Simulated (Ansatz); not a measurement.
# CH7AlN2: a ladder of functionals and wavefunction methods

One table from this session's results is given with a row withheld; the runs are named, their logs left out.

Program: Ansatz 0.2.0, Gaussian basis. Level of theory: functionals in def2-TZVPP, the program's frozen cores in correlated methods. These are calculated values, not measurements.

The runs, in order: LDA (SPW92), PBE-D4, revPBE-D4, BLYP-D4, r2SCAN-D4, B97M-V, PBE0-D4, B3LYP-D4, r2SCANh-D4, r2SCAN0-D4, HSE06-D4, BHLYP-D4, CAM-B3LYP-D4, LC-ωPBE, ωB97X-V, ωB97M-V, B2PLYP, PBE-QIDH; CCSD(T)/def2-SVP; CCSD(T)/def2-TZVPP; MP2/def2-QZVPP; extrapolation to the limit; RPA on PBE.

## The geometry

The geometry comes from an earlier relaxation with PBE0-D4 in a triple-zeta def2 set; it is a stationary point, not always the lowest conformer.

SMILES `C[NH][AlH][NH2]`, 11 atoms, charge 0, spin multiplicity 1.

Atoms are counted from 1 here; the program's logs count them from 0.

Bond lengths: C1–N2 1.445 Å, C1–H5 1.097 Å, C1–H6 1.097 Å, C1–H7 1.093 Å, N2–Al3 1.771 Å, N2–H8 1.009 Å, Al3–N4 1.770 Å, Al3–H9 1.580 Å, N4–H10 1.007 Å, N4–H11 1.006 Å. Angles: N2–C1–H5 112.6°, N2–C1–H6 112.6°, N2–C1–H7 110.2°, H5–C1–H6 107.6°, H5–C1–H7 106.8°, H6–C1–H7 106.8°, C1–N2–Al3 129.3°, C1–N2–H8 112.0°, Al3–N2–H8 118.7°, N2–Al3–N4 120.2°, N2–Al3–H9 119.6°, N4–Al3–H9 120.3°, Al3–N4–H10 123.3°, Al3–N4–H11 126.7°, H10–N4–H11 110.0°.

The first run:

in.yaml reads:

```yaml
crystal:
  periodic: [false, false, false]
  atoms:
    - {symbol: C, position_ang: [-0.936785, 1.365354, -0.203043]}
    - {symbol: N, position_ang: [-0.693933, 0.314621, 0.759258]}
    - {symbol: Al, position_ang: [0.425106, -1.054369, 0.666242]}
    - {symbol: N, position_ang: [1.446651, -1.272666, -0.762737]}
    - {symbol: H, position_ang: [-1.971742, 1.372639, -0.567365]}
    - {symbol: H, position_ang: [-0.720118, 2.362933, 0.198971]}
    - {symbol: H, position_ang: [-0.294786, 1.230960, -1.077377]}
    - {symbol: H, position_ang: [-1.267645, 0.416993, 1.582623]}
    - {symbol: H, position_ang: [0.506189, -2.077930, 1.867521]}
    - {symbol: H, position_ang: [2.100280, -2.031387, -0.864986]}
    - {symbol: H, position_ang: [1.472184, -0.684246, -1.578607]}
basis:
  gaussian: {orbitals: def2-TZVPP}
hamiltonian: {xc: lda}
output: {orbitals: {seedname: orbitals}}
```

Started as:

```sh
ansatz run in.yaml --threads 2 --pin off --events-out ev --progress --plain --max-ram 4352MiB
```

Among the steps run: LDA; PBE-D4 (GGA); revPBE-D4 (GGA); BLYP-D4 (GGA); r2SCAN-D4 (meta-GGA); B97M-V (meta-GGA); B3LYP-D4 (hybrid); r2SCANh-D4 (hybrid); r2SCAN0-D4 (hybrid); HSE06-D4 (hybrid); BHLYP-D4 (hybrid); CAM-B3LYP-D4 (range-separated); LC-ωPBE (range-separated); ωB97X-V (range-separated); ωB97M-V (range-separated); B2PLYP (double hybrid); PBE-QIDH (double hybrid).

One table of the session follows, with a row left open; its other results are not shown here.

| functional | HOMO (eV) | LUMO (eV) | gap (eV) |
| --- | --- | --- | --- |
| LDA (SPW92) | -5.29 | -0.52 | 4.76 |
| PBE-D4 | -5.14 | -0.33 | 4.82 |
| revPBE-D4 | -5.09 | -0.24 | 4.85 |
| BLYP-D4 | -5.02 | -0.27 | 4.75 |
| r2SCAN-D4 | -5.40 | 0.06 | 5.46 |
| B97M-V | -5.50 | -0.18 | 5.32 |
| PBE0-D4 | -6.48 | 0.42 | 6.90 |
| B3LYP-D4 | -6.25 | 0.21 | 6.46 |
| r2SCANh-D4 | -5.90 | 0.31 | 6.21 |
| r2SCAN0-D4 | -6.66 | 0.66 | 7.32 |
| HSE06-D4 | -6.07 | 0.06 | 6.13 |
| BHLYP-D4 | -7.74 | 1.14 | 8.88 |
| CAM-B3LYP-D4 | -7.88 | 1.31 | 9.19 |
| LC-ωPBE | -9.28 | 2.38 | 11.65 |
| ωB97X-V | -8.91 | 2.26 | 11.16 |
| ωB97M-V | ? | ? | ? |

Estimate the missing values for ωB97M-V.

**Answer.** HOMO (eV): -8.81; LUMO (eV): 1.96; gap (eV): 10.77. In the column «HOMO (eV)» it lies between ωB97X-V (-8.91) and CAM-B3LYP-D4 (-7.88).
